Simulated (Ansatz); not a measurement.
# Ru: the cost of one run

Method: DFT LDA, scalar-relativistic, plane waves, PAW, in Ansatz 0.2.0.

3 further runs of the same task are left out: 3 set aside as unsound or not needed.

## (1) The starting structure

The structure is hexagonal, space group P6_3/mmc (No. 194). The conventional cell has a = 2.674 Å, b = 2.674 Å, c = 4.227 Å, α = 90.00°, β = 90.00°, γ = 120.00°. Ru (site symmetry -6m2) has 12 Ru at 2.62 to 2.67 Å as nearest neighbours.

Coordinates:

```cif
data_structure
_symmetry_space_group_name_H-M 'P 1'
_symmetry_Int_Tables_number 1
_cell_length_a 2.6741
_cell_length_b 2.6741
_cell_length_c 4.2268
_cell_angle_alpha 90.000
_cell_angle_beta 90.000
_cell_angle_gamma 120.000
_cell_volume 26.17
loop_
_atom_site_label
_atom_site_type_symbol
_atom_site_fract_x
_atom_site_fract_y
_atom_site_fract_z
_atom_site_occupancy
Ru1 Ru 0.33333 0.66667 0.25000 1
Ru2 Ru 0.66667 0.33333 0.75000 1
```

This cell was relaxed beforehand with the same method: volume 13.09 Å³/atom, gap on the mesh none (metal).

## (2) Plan of the line

The energy is mapped over a normal mode and a strain (zone-centre modes of the cell shown) (x along [1 0 0], y along [1 2 0], z along [0 0 1] of the conventional cell).

The axes are (1) amplitude of mode 5 (203 cm⁻¹), largest displacement in the unstrained cell: 5 values from −0.14 Å; (2) equal normal strain along x and y: 5 values from −4 to 4 %.

Nothing else is relaxed (the pattern is fixed in fractional coordinates). Energies count from the relaxed high-symmetry cell. Points are written as (first, second).

The modes come from a phonon run on the reference cell, made beforehand.

Displacement patterns for an amplitude of 1 (Å):

| atom | x1 | y1 | z1 |
| --- | --- | --- | --- |
| Ru1 | 0.000 | 1.000 | 0.000 |
| Ru2 | 0.000 | -1.000 | 0.000 |

## (3) The run at (−0.14 Å, 2 %)

The input, input.yaml:

```yaml
crystal:
  lattice:
    - [2.7275399786, 0.0, 0.0]
    - [-1.3637699893, 2.3621189113, 0.0]
    - [0.0, 0.0, 4.2267610266]
  atoms:
    - { symbol: Ru, position: [0.3031062353, 0.6062124705, 0.25] }
    - { symbol: Ru, position: [0.6968937647, 0.3937875295, 0.75] }
basis:
  ecutwfc: 420
kpoints:
  mp_grid: { grid: [21, 21, 10] }
hamiltonian:
  xc: lda
  pseudopotentials: { kind: paw, azcp: { folder: soft_1 } }
scf:
  occupations: { method: gaussian, width: 0.15 }
output:
  forces: true
  stress: true
  eigenvalues: true
```

Run with:

```console
> ansatz run input.yaml --threads 1 --pin off --max-ram 2048MiB --backend cpu --events-out ev --progress --plain --runs-dir out
```

**Question.** How long does this run take on 1 thread of Arm Neoverse N1, shared host, and how much memory does it need?

About 30 s, with a peak of 0.54 GiB.
